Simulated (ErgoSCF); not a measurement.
**SnS (SMILES [S][Sn]): HF/STO-3G**

Aim: the energy change on altering one bond length of SnS at HF/STO-3G, from 2 runs. 

Program for the calculation: ErgoSCF 3.8.

6 further runs of the same task are left out: 1 that didn't finish, 5 set aside as unsound or not needed.

### Step 1. The structure to begin with

SnS: 2 atoms, total charge 0, spin state singlet. SMILES: `[S][Sn]`. The bond length is the measured one.

Bond lengths: S1–Sn2 2.209 Å.

### Step 2. The energy at HF/STO-3G

geom.xyz

```xyz
2
SSn
S      0.000000     0.000000     0.000000
Sn     0.000000     0.000000     2.209026
```

The basis set STO-3G is read from a file made from the Basis Set Exchange's data (not shown).

Command:

```console
$ ergo -m geom.xyz -e 'set_nthreads("env")' -e 'basis = "STO-3G"' -e 'scf.output_mulliken_pop = 1' -e 'tmpdir = "."' -e 'scf.max_number_of_iterations = 100' -e 'run "HF"'
```

What it wrote:

```text
[...]
INSC SCF_general constructor, number of basis functions: 36
[...]
INSC Energy   1 =      -6632.77376723892
[...]
INDE PURIFICATION CONVERGED after 28 iterations
[...]
INDE PURIFICATION CONVERGED after 27 iterations
[...]
INDE PURIFICATION CONVERGED after 27 iterations
[...]
INDE PURIFICATION CONVERGED after 27 iterations
[...]
INDE E(LUMO) - E(HOMO) <=          0.39892738076 =         10.85536709393 eV
[...]
INSC Energy  13 =      -6356.44967227651  ( diff      0.000000000001819 )
[...]
RESC CONVERGED after  13 iterations.
RESC FINAL ENERGY:      -6356.44967227651
[...]
INSC SCF: dipole_moment_x [atomic units] =       0.00000000
INSC SCF: dipole_moment_y [atomic units] =       0.00000000
INSC SCF: dipole_moment_z [atomic units] =       0.73768720
[...]
```

Wall time 3.9 s (1 thread of Intel Xeon Platinum 8488C (Sapphire Rapids), shared host); peak memory 0.27 GiB.

### Step 3. The distorted shape

mol.xyz

```xyz
2

S      0.000000     0.000000    -0.110474
Sn     0.000000     0.000000     2.209026
```

The basis set STO-3G is read from a file made from the Basis Set Exchange's data (not shown).

Command:

```console
$ ergo -m mol.xyz -e 'set_nthreads("env")' -e 'charge = 0' -e 'scf.output_mulliken_pop = 1' -e 'scf.max_number_of_iterations = 100' -e 'tmpdir = "."' -e 'basis = "STO-3G"' -e 'run "HF"'
```

What it wrote:

```text
[...]
INSC SCF_general constructor, number of basis functions: 36
[...]
INSC Energy   1 =      -6632.58090946997
[...]
INDE PURIFICATION CONVERGED after 27 iterations
[...]
INDE PURIFICATION CONVERGED after 27 iterations
[...]
INDE PURIFICATION CONVERGED after 27 iterations
[...]
INDE PURIFICATION CONVERGED after 27 iterations
[...]
INDE E(LUMO) - E(HOMO) <=          0.37603909983 =         10.23254523798 eV
[...]
INSC Energy  13 =      -6356.42982173316  ( diff     -0.000000000010914 )
[...]
RESC CONVERGED after  13 iterations.
RESC FINAL ENERGY:      -6356.42982173316
[...]
INSC SCF: dipole_moment_x [atomic units] =       0.00000000
INSC SCF: dipole_moment_y [atomic units] =       0.00000000
INSC SCF: dipole_moment_z [atomic units] =       0.88816130
[...]
```

It took 3.9 s on 1 thread of Intel Xeon Platinum 8488C (Sapphire Rapids), shared host; peak memory 0.27 GiB.

### Step 4. What came out

At HF/STO-3G:

| quantity | value |
| --- | --- |
| first shape: total energy | -6356.44967 Eh |
| first shape: dipole moment | 1.88 D |
| distorted shape: total energy | -6356.42982 Eh |
| distorted shape: dipole moment | 2.26 D |
| energy change with the S1–Sn2 bond stretched from 2.209 to 2.320 Å | 0.540 eV |

What this shows: With the S1–Sn2 bond stretched from 2.209 to 2.320 Å the energy rises by 0.54 eV (52.1 kJ/mol). The first shape isn't relaxed at this level, so the change isn't measured from a minimum. The minimal basis adds a large error of its own. Relativity is left out (first shape) although the molecule holds a heavy atom. Relativity is left out (distorted shape) although the molecule holds a heavy atom.
